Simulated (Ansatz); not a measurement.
**C₃H₄F₄O: up Jacob's ladder to CCSD(T)**

An exercise on one series of results from a longer session: the logs are not shown, and one member is left open.

Program: Ansatz 0.2.0, Gaussian basis. Level of theory: functionals in def2-TZVPP, the program's frozen cores in correlated methods. These are calculated values, not measurements.

The runs, in order: PBE-D4, r2SCAN-D4, PBE0-D4, B3LYP-D4, ωB97X-V, ωB97M-V, B2PLYP; CCSD(T)/def2-TZVPP; MP2/def2-QZVPP; extrapolation to the limit.

## Structure used throughout

All runs share one geometry, relaxed beforehand with PBE0-D4 in a triple-zeta def2 set.

SMILES `FCC(F)OC(F)F`, 12 atoms, charge 0, spin multiplicity 1.

Atoms are counted from 1 here; the program's logs count them from 0.

Bond lengths: F1–C2 1.372 Å, C2–C3 1.509 Å, C2–H9 1.092 Å, C2–H10 1.093 Å, C3–F4 1.371 Å, C3–O5 1.381 Å, C3–H11 1.098 Å, O5–C6 1.367 Å, C6–F7 1.334 Å, C6–F8 1.345 Å, C6–H12 1.097 Å. Angles: F1–C2–C3 109.2°, F1–C2–H9 109.2°, F1–C2–H10 109.4°, C3–C2–H9 109.3°, C3–C2–H10 109.6°, H9–C2–H10 110.2°, C2–C3–F4 107.8°, C2–C3–O5 108.7°, C2–C3–H11 111.6°, F4–C3–O5 110.3°, F4–C3–H11 107.6°, O5–C3–H11 110.9°, C3–O5–C6 116.6°, O5–C6–F7 107.2°, O5–C6–F8 110.8°, O5–C6–H12 112.6°, F7–C6–F8 107.6°, F7–C6–H12 110.0° and more.

As a file:

| atom | x (Å) | y (Å) | z (Å) |
| --- | --- | --- | --- |
| F1 | 1.22400 | -0.06228 | -2.05566 |
| C2 | 1.57123 | 0.33132 | -0.78782 |
| C3 | 0.31878 | 0.52111 | 0.03279 |
| F4 | 0.67599 | 1.12716 | 1.20926 |
| O5 | -0.23876 | -0.71772 | 0.28304 |
| C6 | -1.56394 | -0.73684 | 0.61888 |
| F7 | -2.03831 | -1.93929 | 0.28825 |
| F8 | -1.72143 | -0.58809 | 1.94651 |
| H9 | 2.11329 | 1.27801 | -0.84185 |
| H10 | 2.19793 | -0.43721 | -0.32868 |
| H11 | -0.40005 | 1.17815 | -0.47351 |
| H12 | -2.13875 | 0.04568 | 0.10879 |

The first run:

Contents of in.yaml:

```yaml
crystal:
  periodic: [false, false, false]
  atoms:
    - {symbol: F, position_ang: [1.223998, -0.062281, -2.055659]}
    - {symbol: C, position_ang: [1.571228, 0.331319, -0.787817]}
    - {symbol: C, position_ang: [0.318785, 0.521113, 0.032785]}
    - {symbol: F, position_ang: [0.675992, 1.127164, 1.209258]}
    - {symbol: O, position_ang: [-0.238762, -0.717718, 0.283039]}
    - {symbol: C, position_ang: [-1.563935, -0.736842, 0.618884]}
    - {symbol: F, position_ang: [-2.038313, -1.939289, 0.288246]}
    - {symbol: F, position_ang: [-1.721432, -0.588092, 1.946508]}
    - {symbol: H, position_ang: [2.113288, 1.278006, -0.841852]}
    - {symbol: H, position_ang: [2.197933, -0.437210, -0.328677]}
    - {symbol: H, position_ang: [-0.400052, 1.178154, -0.473511]}
    - {symbol: H, position_ang: [-2.138750, 0.045677, 0.108785]}
basis:
  gaussian: {orbitals: def2-TZVPP}
hamiltonian: {xc: pbe, dispersion: d4}
output: {forces: true, orbitals: {seedname: orbitals}}
```

The run is started by

```console
> ansatz run in.yaml --threads 2 --pin off --events-out ev --progress --plain --max-ram 22528MiB --backend cuda --devices 0, --max-vram 18GiB
```

Among the steps run: PBE-D4 (GGA); r2SCAN-D4 (meta-GGA); PBE0-D4 (hybrid); B3LYP-D4 (hybrid); ωB97X-V (range-separated); ωB97M-V (range-separated); B2PLYP (double hybrid); CCSD(T) in def2-TZVPP; MP2 in def2-QZVPP.

One of the session's tables, all rows but one given; the rest of the session is left out.

| method | atomisation energy (kcal/mol) |
| --- | --- |
| PBE-D4 | ? |
| r2SCAN-D4 | 1156.9 |
| PBE0-D4 | 1156.8 |
| B3LYP-D4 | 1144.2 |
| ωB97X-V | 1155.0 |
| ωB97M-V | 1155.0 |
| B2PLYP | 1136.7 |
| HF/def2-TZVPP | 794.4 |
| MP2/def2-TZVPP | 1160.2 |
| CCSD/def2-TZVPP | 1095.9 |
| CCSD(T)/def2-TZVPP | 1118.4 |
| MP2/CBS | 1191.5 |
| CCSD(T)/CBS | 1149.8 |

Q: Estimate the row for PBE-D4 from the others.

As computed: atomisation energy (kcal/mol): 1197.1. In the column «atomisation energy (kcal/mol)» it is the highest.

Caveats from the session: Free atoms (4 F, 3 C, 1 O, 4 H) were run apart at each level; the atomisation energy is their sum less the molecule, without zero-point or spin-orbit terms.
